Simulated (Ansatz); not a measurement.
# CH₇NOSi₂: one species, many methods

Aim: compute CH₇NOSi₂ with functionals from several rungs and with coupled cluster. The yardstick is the atomisation energy at the CCSD(T) limit.

Program: Ansatz 0.2.0, Gaussian basis. Level of theory: functionals in def2-TZVPP, the program's frozen cores in correlated methods. These are calculated values, not measurements.

The runs, in order: LDA (SPW92), PBE-D4, revPBE-D4, BLYP-D4, r2SCAN-D4, B97M-V, PBE0-D4, B3LYP-D4, r2SCANh-D4, r2SCAN0-D4, HSE06-D4, BHLYP-D4, CAM-B3LYP-D4, LC-ωPBE, ωB97X-V, ωB97M-V, B2PLYP, PBE-QIDH; CCSD(T)/def2-SVP; CCSD(T)/def2-TZVPP; MP2/def2-QZVPP; extrapolation to the limit; RPA on PBE.

**1. Structure used throughout**

All runs share one geometry, relaxed beforehand with PBE0-D4 in a triple-zeta def2 set.

12 atoms, charge 0, spin multiplicity 1.

Atoms are counted from 1 here; the program's logs count them from 0.

Bond lengths: N1–Si2 1.717 Å, N1–H6 1.008 Å, N1–H7 1.007 Å, Si2–C3 1.867 Å, Si2–H8 1.488 Å, Si2–H9 1.487 Å, C3–O4 1.502 Å, C3–Si5 1.811 Å, C3–H10 1.092 Å, O4–Si5 1.659 Å, Si5–H11 1.478 Å, Si5–H12 1.479 Å. Angles: Si2–N1–H6 119.3°, Si2–N1–H7 119.9°, H6–N1–H7 110.7°, N1–Si2–C3 117.1°, N1–Si2–H8 107.5°, N1–Si2–H9 107.6°, C3–Si2–H8 106.9°, C3–Si2–H9 106.3°, H8–Si2–H9 111.5°, Si2–C3–O4 113.3°, Si2–C3–Si5 122.8°, Si2–C3–H10 118.0°, O4–C3–Si5 59.2°, O4–C3–H10 111.1°, Si5–C3–H10 116.4°, C3–O4–Si5 69.7°, C3–Si5–O4 51.1°, C3–Si5–H11 122.4° and more.

**2. LDA**

This LDA is Slater exchange with PW92 correlation.

File in.yaml:

```yaml
crystal:
  periodic: [false, false, false]
  atoms:
    - {symbol: N, position_ang: [-0.572864, -0.131134, 2.318411]}
    - {symbol: Si, position_ang: [-0.808967, -0.458766, 0.649752]}
    - {symbol: C, position_ang: [0.069794, 0.651163, -0.568097]}
    - {symbol: O, position_ang: [1.565076, 0.513340, -0.527317]}
    - {symbol: Si, position_ang: [0.980781, 0.012858, -1.996640]}
    - {symbol: H, position_ang: [0.341814, -0.261023, 2.721268]}
    - {symbol: H, position_ang: [-1.044148, 0.648532, 2.748200]}
    - {symbol: H, position_ang: [-2.265980, -0.338892, 0.372418]}
    - {symbol: H, position_ang: [-0.315540, -1.836439, 0.388343]}
    - {symbol: H, position_ang: [-0.227033, 1.701637, -0.611763]}
    - {symbol: H, position_ang: [1.063278, -1.430875, -2.302647]}
    - {symbol: H, position_ang: [1.290990, 0.874300, -3.158028]}
basis:
  gaussian: {orbitals: def2-TZVPP}
hamiltonian: {xc: lda}
output: {orbitals: {seedname: orbitals}}
```

Started as:

```console
$ ansatz run in.yaml --threads 4 --pin off --events-out ev --progress --plain --max-ram 10444MiB
```

The runs that follow: PBE-D4 (GGA); revPBE-D4 (GGA); BLYP-D4 (GGA); r2SCAN-D4 (meta-GGA); B97M-V (meta-GGA); B3LYP-D4 (hybrid); r2SCANh-D4 (hybrid); r2SCAN0-D4 (hybrid); HSE06-D4 (hybrid); BHLYP-D4 (hybrid); CAM-B3LYP-D4 (range-separated); LC-ωPBE (range-separated); ωB97X-V (range-separated); ωB97M-V (range-separated); B2PLYP (double hybrid); PBE-QIDH (double hybrid); CCSD(T) in def2-SVP; CCSD(T) in def2-TZVPP; MP2 in def2-QZVPP; RPA on PBE orbitals.

Q: Predict the results of all the runs planned. Wanted: atomisation energy, CCSD(T)/CBS; farthest beyond LDA; mean size of error, GGA; mean size of error, meta-GGA; mean size of error, hybrid; mean size of error, range-separated; mean size of error, double hybrid; gap, smallest and largest; T1 diagnostic.

**Answer**, as computed:

| quantity | value |
| --- | --- |
| atomisation energy, CCSD(T)/CBS | 43.134 eV |
| functionals within 0.216 eV (0.5 %) | BLYP-D4, r2SCAN-D4, B97M-V, B3LYP-D4, CAM-B3LYP-D4, ωB97M-V |
| farthest beyond LDA | BHLYP-D4 (-1.377 eV) |
| mean size of error, GGA | 0.385 eV |
| mean size of error, meta-GGA | 0.058 eV |
| mean size of error, hybrid | 0.569 eV |
| mean size of error, range-separated | 0.201 eV |
| mean size of error, double hybrid | 0.635 eV |
| gap, smallest and largest | 4.27 eV (LDA (SPW92)), 11.35 eV (LC-ωPBE) |
| T1 diagnostic | 0.0135 |
| triples share of the correlation energy | 3.9 % |

What this shows: The LDA atomisation energy is off by 6.002 eV (14 %): it overbinds. PBE-D4 misses by +0.447 eV. Double hybrids carry the basis error of their MP2 part in triple zeta, and no dispersion term here, so their miss is partly the set-up's. The rungs meta-GGA, range-separated miss on average by less than the doubt on the reference (0.216 eV), so they tie. Misses under about 0.216 eV are within the doubt on the reference itself, which lacks core-valence correlation, relativity and higher excitations. Hartree-Fock recovers 70 % of the binding; the rest is correlation. CCSD(T) in def2-SVP is off by -3.531 eV, more than most functionals: a good method in a small basis is no reference. Orbital gaps span 4.3 to 11.4 eV; exact exchange widens them.
